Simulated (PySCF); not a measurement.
**A gas-phase reaction: F3HOSi → F3Si + HO**

What reaction energy should one expect for `O[Si](F)(F)F` → `F[Si](F)F` + `[OH]`?

Programs: PySCF 2.14.0. All values are calculated, for the isolated system unless a continuum is named. Atoms count from 0, parts from 1.

### 1 The system as given

Each species was relaxed by itself at PBE0-D3(BJ)/def2-SVPD.

### 2 Energies of the species: wB97M-D3(BJ)/def2-TZVPD

Job settings and geometry (Å):

```
{"job": {"kind": "react", "xc": "wB97M-D3(BJ)", "basis": "def2-TZVPD"}, "charge": 0, "multiplicity": 1}
-1 F3HOSi charge 0 multiplicity 1
O      0.617110    -1.070820    -0.362410
Si    -0.289330     0.218740     0.013910
F     -1.729660     0.001100    -0.635920
F      0.316290     1.592640    -0.545640
F     -0.466000     0.412640     1.594820
H      1.527000    -1.142510    -0.066730

+1 F3Si charge 0 multiplicity 2
F     -0.972460    -1.097170     0.382920
Si     0.258620    -0.048610     0.364540
F      1.107870    -0.312710    -0.986220
F     -0.369470     1.438010     0.263080

+1 HO charge 0 multiplicity 2
O      0.485850     0.011390     0.002800
H     -0.488430    -0.011670    -0.001360
```

With the program's defaults for keys left out, this is: wB97M-D3(BJ)/def2-TZVPD reaction energy of separated species, gas phase.

Launch:

```console
$ OMP_NUM_THREADS=1 python cluster_run.py task.json out
```

One launch serves the whole session: the jobs run in the order shown.

**Question.** The jobs that follow are: PBE0-D3(BJ)/def2-TZVPD reaction energy of separated species, gas phase. Predict: reaction energy (wB97M-D3(BJ)/def2-TZVPD); ΔH, ΔG at 298 K (xTB thermal terms). Thermal terms come from harmonic xTB runs on each species.

The runs gave:

| quantity | value |
| --- | --- |
| reaction energy (wB97M-D3(BJ)/def2-TZVPD) | 141.1 kcal/mol |
| ΔH, ΔG at 298 K (xTB thermal terms) | +138.3, +128.3 kcal/mol |
| range of the reaction energy over the runs of this table | 136.3 to 141.1 kcal/mol |

The reaction is endothermic by 138.3 kcal/mol in the gas phase; dispersion gives +1.07, and xTB itself gave 173.7 for the electronic energy (xTB energies and thermal terms come from the earlier relaxation of each species, not shown). No barrier was sought. xTB and this level differ widely in the electronic energy, so what comes from xTB (the thermal terms above all) is less safe here. The reaction energy runs from 136.3 (PBE0-D3(BJ)/def2-TZVPD) to 141.1 kcal/mol (wB97M-D3(BJ)/def2-TZVPD).
